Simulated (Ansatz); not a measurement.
# MgZn5O6: the cost of one run

Program: Ansatz 0.2.0. Level of theory: DFT PBE, scalar-relativistic, plane waves, PAW. These are calculated values, not measurements.

1 further run of the same task is left out (set aside as unsound or not needed). Runs told in other sessions of the task aren't counted.

### Step 1. The system as given

The structure is tetragonal, space group P4/mmm (No. 123). Conventional cell: a = 3.055 Å, b = 3.055 Å, c = 12.946 Å, α = 90.00°, β = 90.00°, γ = 90.00°. Around Mg (site symmetry 4/mmm) lie 6 O at 2.13 to 2.16 Å. Zn (site symmetry 4mm) is surrounded by 6 O at 2.15 to 2.16 Å. Around Zn (site symmetry 4mm) lie 6 O at 2.16 to 2.17 Å. Zn (site symmetry 4/mmm) is surrounded by 6 O at 2.16 to 2.17 Å. O (site symmetry 4/mmm) is surrounded by 2 Zn at 2.15 Å and 4 Mg at 2.16 Å. O (site symmetry 4mm) is surrounded by 1 Mg at 2.13 Å and 5 Zn at 2.16 to 2.17 Å. O (site symmetry 4mm) has 6 Zn at 2.15 to 2.17 Å in its first shell of neighbours. O (site symmetry 4/mmm) is surrounded by 6 Zn at 2.16 to 2.17 Å.

Coordinates:

```
CELL_PARAMETERS angstrom
3.05503 0.00000 0.00000
0.00000 3.05503 0.00000
0.00000 0.00000 12.94587
ATOMIC_POSITIONS crystal
Mg 0.50000 0.50000 0.00000
Zn 0.00000 0.00000 0.83381
Zn 0.00000 0.00000 0.16619
Zn 0.50000 0.50000 0.33211
Zn 0.00000 0.00000 0.50000
Zn 0.50000 0.50000 0.66789
O 0.00000 0.00000 0.00000
O 0.50000 0.50000 0.16458
O 0.00000 0.00000 0.33246
O 0.50000 0.50000 0.50000
O 0.00000 0.00000 0.66754
O 0.50000 0.50000 0.83542
```

It is the end of an earlier relaxation with the same method, from a generated guess; it is a trial structure. At a tolerance of 0.02 Å it has space group P4/mmm (No. 123); it has 10.07 Å³/atom, an uncorrected energy of -1.51 eV/atom over the elements.

### Step 2. Bands, states and charges

Contents of input.yaml:

```yaml
crystal:
  lattice:
    - [3.0550274177, 0.0, 0.0]
    - [0.0, 3.0550274177, 0.0]
    - [0.0, 0.0, 12.9458684148]
  atoms:
    - { symbol: Mg, position: [0.5, 0.5, 0.0] }
    - { symbol: Zn, position: [0.0, 0.0, 0.8338145664] }
    - { symbol: Zn, position: [0.0, 0.0, 0.1661854336] }
    - { symbol: Zn, position: [0.5, 0.5, 0.332107917] }
    - { symbol: Zn, position: [0.0, 0.0, 0.5] }
    - { symbol: Zn, position: [0.5, 0.5, 0.667892083] }
    - { symbol: O, position: [0.0, 0.0, 0.0] }
    - { symbol: O, position: [0.5, 0.5, 0.1645820215] }
    - { symbol: O, position: [0.0, 0.0, 0.3324641775] }
    - { symbol: O, position: [0.5, 0.5, 0.5] }
    - { symbol: O, position: [0.0, 0.0, 0.6675358225] }
    - { symbol: O, position: [0.5, 0.5, 0.8354179785] }
basis:
  ecutwfc: 420
kpoints:
  mp_grid: { grid: [10, 10, 2] }
  band_path:
    path:
      - [[0.0, 0.0, 0.0], [0.0, 0.5, 0.0], [0.5, 0.5, 0.0], [0.0, 0.0, 0.0], [0.0, 0.0, 0.5], [0.0, 0.5, 0.5], [0.5, 0.5, 0.5], [0.0, 0.0, 0.5]]
      - [[0.0, 0.5, 0.0], [0.0, 0.5, 0.5]]
      - [[0.5, 0.5, 0.0], [0.5, 0.5, 0.5]]
    npoints: 10
hamiltonian:
  xc: pbe
scf:
  occupations: { method: gaussian, width: 0.02 }
  n_extra_bands: 30
output:
  forces: true
  stress: true
  eigenvalues: true
  populations: true
  dos: { projected: true, de: 0.02, nscf_kmesh: { grid: [15, 15, 3] } }
  bader: false
  write_density: true
  write_potential: true
  elf: true
  volumetric_format: npy
```

Command:

```sh
$ ansatz run input.yaml --threads 1 --pin off --max-ram 2560MiB --backend cpu --events-out ev --progress --plain --runs-dir out
```

**Question.** How long does this run take on 1 thread of Intel Xeon at 2.50GHz (Skylake/Cascade Lake), shared host, and how much memory does it need?

About 2.9 min, with a peak of 0.81 GiB.
